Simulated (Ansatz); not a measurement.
# AsH+ (quartet): from Hartree-Fock to the top rungs at distance As1–H2 = 4.413 Å, cc-pVQZ

An exercise on one series of results from a longer session: the logs are not shown, and one member is left open.

The runs use Ansatz 0.2.0, Gaussian basis; cc-pVQZ, core rule «outside noble gas», up to 14 orbitals frozen.

The runs, in order: UHF; CCSD(T) on ROHF; CCSD(T) on UHF; BCCD(T) on ROHF; CCSDT(Q) on ROHF; CCSDT(Q) on UHF; CASSCF and MRCISD+Q, 5 electrons in 5 orbitals; CASSCF and NEVPT2, 5 electrons in 5 orbitals.

11 further runs of the same task are left out: 11 that didn't finish.

## The geometry

The geometry derives from a PBE0/def2-TZVP stationary point (not a proven minimum). One bond is set to the value named and the two fragments are kept rigid. No spin-orbit coupling is included. The filled d shell of As may be among the frozen orbitals whatever the setting's name suggests; the logs give the count.

2 atoms, charge 1, spin multiplicity 4.

Atoms are counted from 1 here; the program's logs count them from 0.

No contacts short enough for the rule that draws bonds.

The first run:

File in.yaml:

```yaml
crystal:
  periodic: [false, false, false]
  atoms:
    - {symbol: As, position_ang: [0.000000, 0.000000, 0.000000]}
    - {symbol: H, position_ang: [0.000000, 0.000000, 4.413000]}
basis:
  gaussian: {orbitals: cc-pVQZ}
total_charge: 1
magnetization: {spin_polarized: true, initial_magnetization: 3}
hamiltonian: {xc: hf}
output: {orbitals: {seedname: orbitals}}
```

The run is started by

```
ansatz run in.yaml --threads 1 --pin off --events-out ev --progress --plain --max-ram 3968MiB --backend cpu
```

Steps of the session up to this table: UHF; CCSD(T) on ROHF; CCSD(T) on UHF; BCCD(T) on ROHF; CCSDT(Q) on ROHF; CCSDT(Q) on UHF; CASSCF and MRCISD+Q, 5 electrons in 5 orbitals; CASSCF and NEVPT2, 5 electrons in 5 orbitals.

One of the session's tables, all rows but one given; the rest of the session is left out.

```
          method  from UCCSDT(Q) (kcal/mol)
            ROHF                     +49.57
             UHF                     +46.81
            RMP2                     +10.64
            UMP2                     +10.50
           RCCSD                      +1.85
           UCCSD                      +1.49
        RCCSD(T)                          ?
        UCCSD(T)                      +0.29
         BCCD(T)                      +0.58
          RCCSDT                      +0.31
          UCCSDT                      +0.02
       RCCSDT(Q)                      +0.29
       UCCSDT(Q)                          0
  CASSCF valence                     +41.29
  NEVPT2 valence                      +9.25
  MRCISD valence                      +2.15
MRCISD+Q valence                      +0.58
```

Estimate the missing values for RCCSD(T).

As computed: from UCCSDT(Q) (kcal/mol): +0.57. In the column «from UCCSDT(Q) (kcal/mol)» it lies between RCCSDT (+0.31) and BCCD(T) (+0.58).

Caveats from the session: Restricted and unrestricted rows rest on different reference determinants; where their highest levels disagree by more than a few hundredths of an eV, they describe different states and don't form one ladder.
